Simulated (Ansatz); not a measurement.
# Cl2H2O3W: a ladder of functionals and wavefunction methods

The task here is to estimate one member of a computed series from the others.

The runs use Ansatz 0.2.0, Gaussian basis; functionals in def2-TZVPP, the program's frozen cores in correlated methods.

Plan: PBE-D4, r2SCAN-D4, PBE0-D4, B3LYP-D4, ωB97X-V, ωB97M-V, B2PLYP; CCSD(T)/def2-TZVPP; MP2/def2-QZVPP; extrapolation to the limit.

## Structure used throughout

The geometry comes from an earlier relaxation with PBE0-D4 in a triple-zeta def2 set; it is a stationary point, not always the lowest conformer. W takes the def2 core potential; no spin-orbit term is included.

SMILES `[O]=[W]([OH])([OH])([Cl])[Cl]`, 8 atoms, charge 0, spin multiplicity 1.

Atoms are counted from 1 here; the program's logs count them from 0.

Bond lengths: O1–W2 1.678 Å, W2–O3 1.869 Å, W2–O4 1.869 Å, W2–Cl5 2.279 Å, W2–Cl6 2.378 Å, O3–H7 0.960 Å, O4–H8 0.960 Å. Angles: O1–W2–O3 100.7°, O1–W2–O4 100.7°, O1–W2–Cl5 107.3°, O1–W2–Cl6 112.5°, O3–W2–O4 155.9°, O3–W2–Cl5 92.1°, O3–W2–Cl6 80.8°, O4–W2–Cl5 92.1°, O4–W2–Cl6 80.8°, Cl5–W2–Cl6 140.2°, W2–O3–H7 127.7°, W2–O4–H8 127.7°.

Set-up of the first run:

Contents of in.yaml:

```yaml
crystal:
  periodic: [false, false, false]
  atoms:
    - {symbol: O, position_ang: [-1.469247, 1.373461, -0.064402]}
    - {symbol: W, position_ang: [-0.137827, 0.363874, 0.090719]}
    - {symbol: O, position_ang: [-0.624250, -0.621017, 1.603168]}
    - {symbol: O, position_ang: [0.722901, 0.672737, -1.539578]}
    - {symbol: Cl, position_ang: [1.453473, 1.515492, 1.246914]}
    - {symbol: Cl, position_ang: [-0.479228, -1.757013, -0.928717]}
    - {symbol: H, position_ang: [-0.562394, -1.570361, 1.731007]}
    - {symbol: H, position_ang: [1.096582, 0.022836, -2.139091]}
basis:
  gaussian: {orbitals: def2-TZVPP}
hamiltonian: {xc: pbe, dispersion: d4}
output: {forces: true, orbitals: {seedname: orbitals}}
```

On the command line:

```console
ansatz run in.yaml --threads 2 --pin off --events-out ev --progress --plain --max-ram 22528MiB --backend cpu
```

Among the steps run: PBE-D4 (GGA); r2SCAN-D4 (meta-GGA); PBE0-D4 (hybrid); B3LYP-D4 (hybrid); ωB97X-V (range-separated); ωB97M-V (range-separated); B2PLYP (double hybrid).

One table of the session follows, with a row left open; its other results are not shown here.

It belongs to the step «Orbital energies across the functionals». 

```
functional  HOMO (eV)  LUMO (eV)  gap (eV)
    PBE-D4      -7.41      -4.07      3.34
 r2SCAN-D4      -7.78      -4.06      3.72
   PBE0-D4          ?          ?         ?
  B3LYP-D4      -8.61      -3.59      5.02
   ωB97X-V     -11.33      -1.24     10.09
   ωB97M-V     -11.18      -1.26      9.92
```

Q: Estimate the row for PBE0-D4 from the others.

**Answer.** HOMO (eV): -8.89; LUMO (eV): -3.38; gap (eV): 5.51. In the column «HOMO (eV)» it lies between ωB97M-V (-11.18) and B3LYP-D4 (-8.61).
